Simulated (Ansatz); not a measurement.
# Ge2C+ (doublet): the correlation ladder, cc-pVDZ

Aim: climb from Hartree-Fock through coupled cluster and multireference methods for Ge2C+ (doublet) at one geometry and basis, and see what each rung misses.

Computed with Ansatz 0.2.0, Gaussian basis. Level: cc-pVDZ, core rule «outside noble gas», up to 29 orbitals frozen.

To be run: UHF; CCSD(T) on ROHF; CCSD(T) on UHF; BCCD(T) on ROHF; CISD; CCSDT(Q) on ROHF; CCSDT(Q) on UHF; CASSCF and MRCISD+Q, 11 electrons in 12 orbitals; CASSCF and NEVPT2, 11 electrons in 12 orbitals.

3 further runs of the same task are left out: 3 set aside as unsound or not needed.

### 1 The system

The geometry is a PBE0/def2-TZVP stationary point (not a proven minimum) of the parent state, kept for this charge and spin. No spin-orbit coupling is included. The filled d shell of Ge may be among the frozen orbitals whatever the setting's name suggests; the logs give the count.

3 atoms, charge 1, spin multiplicity 2.

Atoms are counted from 1 here; the program's logs count them from 0.

Bond lengths: Ge1–C2 1.768 Å, C2–Ge3 1.768 Å. Angles: Ge1–C2–Ge3 180.0°.

Geometry (Å):

```
Ge    0.0000    0.0000    1.7675
C     0.0000    0.0000    0.0000
Ge    0.0000    0.0000   -1.7675
```

### 2 UHF

The input, in.yaml:

```yaml
crystal:
  periodic: [false, false, false]
  atoms:
    - {symbol: Ge, position_ang: [0.000000, 0.000000, 1.767500]}
    - {symbol: C, position_ang: [0.000000, 0.000000, 0.000000]}
    - {symbol: Ge, position_ang: [0.000000, 0.000000, -1.767500]}
basis:
  gaussian: {orbitals: cc-pVDZ}
total_charge: 1
magnetization: {spin_polarized: true, initial_magnetization: 1}
hamiltonian: {xc: hf}
output: {orbitals: {seedname: orbitals}}
```

Run with:

```console
> ansatz run in.yaml --threads 1 --pin off --events-out ev --progress --plain --max-ram 2816MiB --backend cpu
```

Further steps of the session: CCSD(T) on ROHF; CCSD(T) on UHF; BCCD(T) on ROHF; CISD; CCSDT(Q) on ROHF; CCSDT(Q) on UHF; CASSCF and MRCISD+Q, 11 electrons in 12 orbitals; CASSCF and NEVPT2, 11 electrons in 12 orbitals.

Before running them: what should the planned runs give, taken together? Wanted: UCCSDT(Q) below the RHF energy; RMP2 from UCCSDT(Q); UMP2 from UCCSDT(Q); RCCSD from UCCSDT(Q); RCCSD(T) from UCCSDT(Q); UCCSD(T) from UCCSDT(Q); RCCSDT(Q) from UCCSDT(Q); NEVPT2 valence from UCCSDT(Q); MRCISD+Q valence from UCCSDT(Q).

As calculated:

```
                         quantity                                        value
   UCCSDT(Q) below the RHF energy                                   -7.1816 eV
              RMP2 from UCCSDT(Q)                                +123.3 kJ/mol
              UMP2 from UCCSDT(Q)                                +124.2 kJ/mol
             RCCSD from UCCSDT(Q)                                 +36.0 kJ/mol
          RCCSD(T) from UCCSDT(Q)                                  +6.8 kJ/mol
          UCCSD(T) from UCCSDT(Q)                                  +6.8 kJ/mol
         RCCSDT(Q) from UCCSDT(Q)                                  +0.2 kJ/mol
    NEVPT2 valence from UCCSDT(Q)                                 +84.1 kJ/mol
  MRCISD+Q valence from UCCSDT(Q)                                  +2.7 kJ/mol
levels within 1 kcal/mol (43 meV)  RCCSDT, UCCSDT, RCCSDT(Q), MRCISD+Q valence
                    T1 diagnostic                                        0.020
   effectively unpaired electrons                                         1.09
```

In words: RCCSD(T) misses by +6.8 kJ/mol, 1.0 % of the correlation energy. One determinant dominates. Of the multireference levels listed MRCISD+Q valence comes nearest in total energy (+2.7 kJ/mol), which doesn't show that its space is the better one. These misses are within one basis, not against nature; the frozen cores of restricted and unrestricted runs differ, which can shift their rows.
